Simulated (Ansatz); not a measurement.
# ClF3MoS: one species, many methods

The task here is to estimate one member of a computed series from the others.

Program: Ansatz 0.2.0, Gaussian basis. Level of theory: functionals in def2-TZVPP, the program's frozen cores in correlated methods. These are calculated values, not measurements.

Plan: LDA (SPW92), PBE-D4, revPBE-D4, BLYP-D4, r2SCAN-D4, B97M-V, PBE0-D4, B3LYP-D4, r2SCANh-D4, r2SCAN0-D4, HSE06-D4, BHLYP-D4, CAM-B3LYP-D4, LC-ωPBE, ωB97X-V, ωB97M-V, B2PLYP, PBE-QIDH; CCSD(T)/def2-SVP; CCSD(T)/def2-TZVPP; MP2/def2-QZVPP; extrapolation to the limit; RPA on PBE.

## The geometry

All runs share one geometry, relaxed beforehand with PBE0-D4 in a triple-zeta def2 set. Mo takes the def2 core potential; no spin-orbit term is included.

6 atoms, charge 0, spin multiplicity 1.

Atoms are counted from 1 here; the program's logs count them from 0.

Bond lengths: F1–Mo2 1.837 Å, Mo2–F3 1.840 Å, Mo2–F4 1.837 Å, Mo2–S5 2.060 Å, Mo2–Cl6 2.259 Å. Angles: F1–Mo2–F3 84.7°, F1–Mo2–F4 151.5°, F1–Mo2–S5 104.2°, F1–Mo2–Cl6 87.3°, F3–Mo2–F4 84.7°, F3–Mo2–S5 107.5°, F3–Mo2–Cl6 147.2°, F4–Mo2–S5 104.2°, F4–Mo2–Cl6 87.3°, S5–Mo2–Cl6 105.3°.

Set-up of the first run:

in.yaml reads:

```yaml
crystal:
  periodic: [false, false, false]
  atoms:
    - {symbol: F, position_ang: [-1.369335, 0.742577, -0.968270]}
    - {symbol: Mo, position_ang: [-0.014815, -0.063188, -0.024182]}
    - {symbol: F, position_ang: [-1.040069, -1.583177, -0.179142]}
    - {symbol: F, position_ang: [0.640798, -0.864263, 1.493625]}
    - {symbol: S, position_ang: [1.527497, -0.214175, -1.382034]}
    - {symbol: Cl, position_ang: [0.297925, 1.918327, 1.013802]}
basis:
  gaussian: {orbitals: def2-TZVPP}
hamiltonian: {xc: lda}
output: {orbitals: {seedname: orbitals}}
```

Among the steps run: LDA; PBE-D4 (GGA); revPBE-D4 (GGA); BLYP-D4 (GGA); r2SCAN-D4 (meta-GGA); B97M-V (meta-GGA); PBE0-D4 (hybrid); B3LYP-D4 (hybrid); r2SCANh-D4 (hybrid); r2SCAN0-D4 (hybrid); HSE06-D4 (hybrid); BHLYP-D4 (hybrid); CAM-B3LYP-D4 (range-separated); LC-ωPBE (range-separated); ωB97X-V (range-separated); ωB97M-V (range-separated); B2PLYP (double hybrid); PBE-QIDH (double hybrid).

One of the session's tables, all rows but one given; the rest of the session is left out.

It belongs to the step «Orbital energies across the functionals». 

```
  functional  HOMO (eV)  LUMO (eV)  gap (eV)
 LDA (SPW92)      -8.20      -5.55      2.65
      PBE-D4      -8.02      -5.32      2.70
   revPBE-D4      -7.95      -5.23      2.72
     BLYP-D4      -7.86      -5.21      2.65
   r2SCAN-D4      -8.39      -5.40      2.98
      B97M-V      -8.45      -5.40      3.05
     PBE0-D4          ?          ?         ?
    B3LYP-D4      -9.08      -4.85      4.23
  r2SCANh-D4      -8.87      -5.13      3.74
  r2SCAN0-D4      -9.59      -4.69      4.89
    HSE06-D4      -8.95      -5.04      3.91
    BHLYP-D4     -10.50      -3.77      6.73
CAM-B3LYP-D4     -10.60      -3.56      7.04
     LC-ωPBE     -11.90      -2.42      9.48
     ωB97X-V     -11.56      -2.48      9.08
     ωB97M-V     -11.41      -2.45      8.96
```

Q: Estimate the row for PBE0-D4 from the others.

**Answer.** HOMO (eV): -9.34; LUMO (eV): -4.66; gap (eV): 4.68. In the column «HOMO (eV)» it lies between r2SCAN0-D4 (-9.59) and B3LYP-D4 (-9.08).
